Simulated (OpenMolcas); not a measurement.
**Pt³⁺ among point charges: CASSCF and CASPT2 levels and susceptibility**

Aim: the splitting of the states of Pt³⁺ in the field of 3 point charges, its lowest levels with spin-orbit coupling and its magnetic susceptibility.

The numbers are computed with OpenMolcas 26.06 (state-averaged CASSCF and CASPT2, spin-orbit coupling by RASSI with atomic mean-field integrals), except any that are marked as measured or tabulated.

## (1) What is computed

```
Species                           : Pt³⁺ (platinum, Z = 78, 75 electrons)
Basis                             : ANO-RCC-VDZP [7s6p4d2f], 59 functions
Scalar Hamiltonian                : DKH2, point nucleus
Inactive shells                   : 1s 2s 2p 3s 3p 3d 4s 4p 4d 4f 5s 5p
Active space                      : 7 electrons in 5 orbitals (5d)
Some configurations of this space : 5d7
Orbitals                          : optimised for each spin and parity, averaged over all roots
```

Outer shells as boxes (Hund's rule):

5d7
```
5d [↑↓][↑↓][↑ ][↑ ][↑ ]
```

The ion sits among 3 point charges of -1.5 e arranged as a planar triangle (D3h), 2.09 Å from the ion.

Each step is its own input file, run in one work folder so that later steps find the files of earlier ones. Labels, J, g values, rates, χT and fits are worked out afterwards by a script from the matrices that RASSI stores.

## (2) GATEWAY and SEWARD: basis and integrals

a.inp reads:

```
&GATEWAY
Coord
1

Pt 0.0 0.0 0.0
Basis=ANO-RCC-VDZP
Group=NoSym
NoMove
AngMom=0.0 0.0 0.0
AMFI
XField
3 Angstrom 0
2.090000 0.000000 0.000000 -1.500000
-1.045000 1.809993 0.000000 -1.500000
-1.045000 -1.809993 0.000000 -1.500000
&SEWARD
```

Run with:

```sh
OMP_NUM_THREADS=1 MOLCAS_MEM=1689 MOLCAS_PROJECT=a pymolcas a.inp > a.log
```

## (3) CASSCF: quartets, 10 roots

a.inp reads:

```
&RASSCF
FileOrb=start.orb
Symmetry=1
Spin=4
nActEl=7 0 0
Inactive=34
Ras2=5
CIRoot=10 10 1
SDav=10
CIMx=300
Iter=120 100
PrWF=0.3
OrbListing=Nothing
MaxOrb=0
>>> COPY $Project.JobIph JOB001
```

start.orb holds the contracted functions of the basis, ordered by shell, or the orbitals of the step before.

## (4) Reference wave functions, doublets, 40 roots

a.inp reads:

```
&RASSCF
FileOrb=start.orb
Symmetry=1
Spin=2
nActEl=7 0 0
Inactive=34
Ras2=5
CIRoot=40 40 1
SDav=40
CIMx=300
Iter=120 100
PrWF=0.3
OrbListing=Nothing
MaxOrb=0
>>> COPY $Project.JobIph JOB002
```

## (5) State interaction with spin-orbit coupling

a.inp reads:

```
&RASSI
NrOfJobIphs=2 10 40
1 2 3 4 5 6 7 8 9 10
1 2 3 4 5 6 7 8 9 10 11 12 13 14 15 16 17 18 19 20 21 22 23 24 25 26 27
28 29 30 31 32 33 34 35 36 37 38 39 40
IphNames
JOB001
JOB002
EJob
SpinOrbit
DIPRint=1.0
SOCoupling=1000.0
Subsets=2
Property=9
'ANGMOM' 1 'ANGMOM' 2 'ANGMOM' 3 'MLTPL  1' 1 'MLTPL  1' 2 'MLTPL  1' 3
'AMFI' 1 'AMFI' 2 'AMFI' 3
SOProperty=3
'ANGMOM' 1 'ANGMOM' 2 'ANGMOM' 3
```

## (6) CASPT2: IPEA 0.25, imaginary shift 0.1 (closed shells correlated: 4f 5s 5p)

a.inp reads:

```
>>> COPY JOB001 $Project.JobIph
&CASPT2
Multistate=10 1 2 3 4 5 6 7 8 9 10
NoMult
Frozen=23
IPEA=0.25
Imaginary=0.1
MaxIter=60
WThr=0.0 0.3 0.05
PrWF=0.5
NoMix
>>> COPY JOB002 $Project.JobIph
&CASPT2
Multistate=40 1 2 3 4 5 6 7 8 9 10 11 12 13 14 15 16 17 18 19 20 21 22
23 24 25 26 27 28 29 30 31 32 33 34 35 36 37 38 39 40
NoMult
Frozen=23
IPEA=0.25
Imaginary=0.1
MaxIter=60
WThr=0.0 0.3 0.05
PrWF=0.5
NoMix
```

(Steps that only read results are left out.)

**Question.** What will these runs give? Wanted: spin-free ground state; first state of the same spin within the active space; lowest level; next level.

As calculated:

| quantity | value |
| --- | --- |
| method | SS-CASPT2, IPEA 0.25, imaginary shift 0.1 (closed shells correlated: 4f 5s 5p) |
| spin-free ground state | 4A2, 1-fold in its orbital part |
| first state of the same spin within the active space | 4E at 51.5 cm⁻¹ |
| lowest level | 2-fold E1/2, g = 1.36, 6.32, 6.32 |
| next level | 409.8 cm⁻¹ |
| χT at 300 K | 4.18 cm³ K/mol |
| effective moment at 300 K | 5.78 μB |

Cost by method:

```tsv
method	time of its own steps	time with the reference
A. CASSCF	9.2 s	9.2 s
B. SS-CASPT2, IPEA 0.25, imaginary shift 0.1, +4f 5s 5p	8.4 s	18 s
```

Times are of one thread on a shared host.

What this shows: The spin-free ground state (4A2) comes to 93 % from free-ion F terms and keeps the highest spin of the shell. χT at 300 K is 4.18, against 1.88 cm³ K/mol for the spin alone, so orbital moment adds to it. An active space of the d shell alone favours high spin; real ions in strong fields can be low spin. CASPT2 does not keep the components of a term degenerate, and the means are used. The field of point charges can differ much from that of real complexes. With metal d orbitals alone active, the gaps between spin states are rough; where two lie within a few thousand cm-1, their order is open. This is an electrostatic model: the charges have no orbitals.
